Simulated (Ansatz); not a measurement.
Set up this calculation in Ansatz 0.2.0, as the native input.

```
Task                : single point
Functional          : PBE
Potentials or basis : Ansatz PAW
Cutoff              : 420 eV (not typed: the program's choice for these potentials)
k mesh              : 5 × 5 × 3
Occupations         : fermi-dirac, width 0.05 eV
Spin                : non-collinear spin, random start
Starting moments    : [[0.0, 0.0, -0.0], [0.0, -0.0, -0.0], [0.019, 0.023, -0.063], [0.073, -0.024, -0.259], [0.046, 0.155, 0.079], [-1.362, -2.105, 1.611]] μB
```

The system is MnCuAs.

```
As Cu Mn
1.0
     3.69949    0.00000    0.00000
     0.00000    3.69949    0.00000
     0.00000    0.00000    6.40842
As Cu Mn
2 2 2
Direct
  0.50000 0.00000 0.22375
  0.00000 0.50000 0.77625
  0.50000 0.50000 0.50000
  0.00000 0.00000 0.50000
  0.50000 0.00000 0.83598
  0.00000 0.50000 0.16402
```

The cell is a database's computed one.

One way to write it, as run:

input.yaml

```yaml
crystal:
  lattice:
    - [3.699491, 0.0, 0.0]
    - [0.0, 3.699491, 0.0]
    - [0.0, 0.0, 6.408422]
  atoms:
    - { symbol: As, position: [0.5, 0.0, 0.223754] }
    - { symbol: As, position: [0.0, 0.5, 0.776246] }
    - { symbol: Cu, position: [0.5, 0.5, 0.5], spin: 0.07, spin_axis: [0.019, 0.023, -0.063] }
    - { symbol: Cu, position: [0.0, 0.0, 0.5], spin: 0.27, spin_axis: [0.073, -0.024, -0.259] }
    - { symbol: Mn, position: [0.5, 0.0, 0.83598], spin: 0.18, spin_axis: [0.046, 0.155, 0.079] }
    - { symbol: Mn, position: [0.0, 0.5, 0.16402], spin: 2.98, spin_axis: [-1.362, -2.105, 1.611] }
hamiltonian:
  xc: pbe
  pseudopotentials: { kind: paw }
magnetization:
  noncollinear: true
  spin_orbit: false
kpoints:
  mp_grid: { grid: [5, 5, 3] }
scf:
  occupations: { method: fermi_dirac, width: 0.05 }
output:
  forces: true
  stress: true
  eigenvalues: true
  write_density: true
  write_potential: true
  elf: true
  volumetric_format: npy
```

Potentials or basis: Ansatz PAW.

Run with:

```bash
$ ansatz run input.yaml --threads 2 --pin off --max-ram 5632MiB --backend cpu --events-out ev --progress --plain --runs-dir out
```

It gave:

```json
{
  "Pressure": "-0.6 GPa",
  "Largest force": "0.448 eV/Å",
  "Band gap on the k mesh": "none (metal or under the smearing width)",
  "Net moment": "0.00 μB per cell",
  "Absolute moment": "7.67 μB per cell"
}
```

Caveat: the starting moments weren't kept.

Run time: 110 s on 2 threads of Arm Neoverse V2, on a shared host, peak memory 0.87 GiB.
